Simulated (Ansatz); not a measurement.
ReOs, space group P-6m2: a comparison of functionals at one structure, run with the Python package of Ansatz (0.2.0).

`xc_reos.py`:
```python
# -*- coding: utf-8 -*-
import ansatz as az
import numpy as np
import pandas as pd

OCCUPATIONS = 'methfessel_paxton'
SIGMA = 0.1
KMESH = (9, 9, 5)

vectors = np.array([
    [2.75733, 0.0, 0.0],
    [-1.37867, 2.38792, 0.0],
    [0.0, 0.0, 4.38243],
])
crystal = (
    az.Lattice.of(vectors)
    .atom('Re', (2 / 3, 1 / 3, 0.5))
    .atom('Os', (0.0, 0.0, 0.0))
)

calc = crystal.calculation()
calc = calc.occupations(OCCUPATIONS, width=SIGMA)
calc = calc.kpoints(*KMESH, center='gamma')
calc = calc.forces().stress()

rows = []
for value in ['pbesol', 'lda', 'blyp']:
    r = calc.functional(value).run(threads=1, backend='cpu').report
    rows.append((value, r['free_energy_ev'] / len(r['lattice']['sites']), r['n_iterations'], sum(r['stress_gpa'][i][i] for i in range(3)) / 3, max(abs(f) for row in r['forces_ev_ang'] for f in row), r['n_kpoints']))

table = pd.DataFrame(rows, columns=['functional', 'F/atom (eV)', 'iterations', 'P (GPa)', 'max component (eV/A)', 'k-points'])
print(table.round(5).to_string(index=False))
```

Which functional puts this cell under the lowest pressure, and which under the highest?

From lowest to highest: LDA (-12.1 GPa), PBEsol (-6.3 GPa) and BLYP (19.4 GPa). At a fixed cell a lower pressure usually means a smaller equilibrium volume, so LDA prefers the smallest cell and BLYP the largest.

The output:

```console
$ python xc_reos.py
DeckWarning: basis.ecutwfc = 420 eV, auto-derived from the records' recommended cutoffs: set by Re (normal level)
functional  F/atom (eV)  iterations   P (GPa)  max component (eV/A)  k-points
    pbesol -10994.21716           6  -6.25833                   0.0        36
       lda -10863.12101           6 -12.11713                   0.0        36
      blyp -11151.00033           6  19.42369                   0.0        36
```
(Warnings from the package without file and line.)

BLYP can be off by several per cent in the lattices of metals, and by several GPa in the pressure at a fixed cell. The mesh is modest for a metal, so energies can be off by several to tens of meV an atom and pressures by half a GPa or more; differences at equal mesh fare better. Forces vanish by symmetry here and test nothing. Pressure is positive in compression. Spin-orbit coupling, which matters for elements this heavy, is left out. This cell is a computed structure, which may not be the phase found in nature. Total energies of different functionals can't be compared; pressures, moments and gaps at this one structure can. It ran for 5.1 s on 1 thread of Arm Neoverse V2 (shared host), peak memory 0.42 GiB.

(A comment or docstring line of the script was reworded after the run, the code is as it ran; lines on the test bed's own set-up are left out of the output.)
